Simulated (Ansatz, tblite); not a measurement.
**The cluster Co₅O₄+: one state, many levels**

How do method and basis change the picture of the cluster Co₅O₄+ (singlet)?

Program: Ansatz 0.2.0, Gaussian basis. Level of theory: as each input shows. These are calculated values, not measurements.

Levels to be run: GFN1-xTB, GFN2-xTB, PBE-D4/def2-TZVP, r2SCAN-D4/def2-TZVP, LDA/def2-TZVP, PBE-D4/def2-SVP, PBE0-D4/def2-SVP, HF/STO-3G, HF/6-31G, B3LYP-D4/6-31G, MP2/def2-TZVP.

3 further runs of the same task are left out: 2 that didn't finish, 1 set aside as unsound or not needed. Runs told in other sessions of the task aren't counted.

### Step 1. The geometry

The geometry is that of the singlet, from an earlier relaxation (PBE-D4/def2-SVP). At that level it is the lowest of the isomers that a small search found.

9 atoms, charge 1, spin multiplicity 1.

Bond lengths: Co1–O8 1.687 Å, Co1–O9 1.802 Å, Co2–O7 1.803 Å, Co2–O8 1.686 Å, Co3–O7 1.837 Å, Co3–O9 1.837 Å, Co4–O6 1.687 Å, Co4–O9 1.802 Å, Co5–O6 1.687 Å, Co5–O7 1.803 Å. Angles: O8–Co1–O9 148.7°, O7–Co2–O8 148.6°, O7–Co3–O9 155.5°, O6–Co4–O9 148.7°, O6–Co5–O7 148.6°, Co4–O6–Co5 96.6°, Co2–O7–Co3 81.7°, Co2–O7–Co5 83.3°, Co3–O7–Co5 81.7°, Co1–O8–Co2 96.6°, Co1–O9–Co3 81.6°, Co1–O9–Co4 83.5°, Co3–O9–Co4 81.6°.

Geometry (Å):

```xyz
9

Co    1.5888   -0.6165    0.4266
Co    0.6465    0.8210   -1.4147
Co   -0.0372    1.0652    0.8518
Co   -0.6346   -1.2244    1.0923
Co   -1.5733    0.2103   -0.7532
O    -1.7254   -1.3711   -0.1859
O    -0.6992    1.7860   -0.7025
O     1.7888   -0.4066   -1.2355
O     0.6456   -0.2638    1.9210
```

No spin-orbit coupling is included. The ion is computed in the gas phase, without counter-ions or solvent.

PBE0-D4/def2-TZVP was run before; its log isn't repeated, and its numbers join the tables.

### Step 2. GFN1-xTB

Tight binding, by tblite at 300 K electronic temperature and without a spin-polarisation term:

```python
tblite.interface.Calculator('GFN1-xTB', numbers, positions, charge=1, uhf=0).singlepoint()
```

Energy -970.4022 eV, HOMO -18.61 eV, LUMO -18.10 eV; 0.015 s.

### Step 3. GFN2-xTB

Tight binding, by tblite at 300 K electronic temperature and without a spin-polarisation term:

```python
tblite.interface.Calculator('GFN2-xTB', numbers, positions, charge=1, uhf=0).singlepoint()
```

Energy -928.4358 eV, HOMO -14.71 eV, LUMO -14.29 eV; 0.014 s.

### Step 4. PBE-D4/def2-TZVP

start.molden holds the orbitals of an earlier run on this state, given as this run's starting guess.

in.yaml

```yaml
crystal:
  periodic: [false, false, false]
  atoms:
    - {symbol: Co, position_ang: [1.588762, -0.616524, 0.426552]}
    - {symbol: Co, position_ang: [0.646479, 0.821007, -1.414682]}
    - {symbol: Co, position_ang: [-0.037191, 1.065157, 0.851801]}
    - {symbol: Co, position_ang: [-0.634568, -1.224421, 1.092350]}
    - {symbol: Co, position_ang: [-1.573304, 0.210319, -0.753212]}
    - {symbol: O, position_ang: [-1.725417, -1.371083, -0.185857]}
    - {symbol: O, position_ang: [-0.699185, 1.785960, -0.702469]}
    - {symbol: O, position_ang: [1.788827, -0.406635, -1.235524]}
    - {symbol: O, position_ang: [0.645597, -0.263770, 1.921042]}
basis:
  gaussian: {orbitals: def2-TZVP, initial_orbitals: start.molden}
total_charge: 1
hamiltonian: {xc: pbe, dispersion: d4}
scf: {omitted_lower_state_checks: [starts]}
output: {orbitals: {seedname: orbitals}}
```

The run is started by

```
$ ansatz run in.yaml --threads 4 --pin off --events-out ev --progress --plain --max-ram 6963MiB
```

Further steps of the session: r2SCAN-D4/def2-TZVP; LDA/def2-TZVP; PBE-D4/def2-SVP; PBE0-D4/def2-SVP; HF/STO-3G; HF/6-31G; B3LYP-D4/6-31G; MP2/def2-TZVP.

Q: Predict the results of all the runs planned. Wanted: correlation energy, MP2/def2-TZVP; PBE0 total energy, smallest basis above largest.

The runs gave:

| quantity | value |
| --- | --- |
| correlation energy, MP2/def2-TZVP | -115.13 eV |
| PBE0 total energy, smallest basis above largest | 36.18 eV (def2-SVP, def2-TZVP) |

What this shows: LDA, PBE-D4, r2SCAN-D4 leave an empty level below a filled one, so this occupation isn't an aufbau state there; left out of the range.
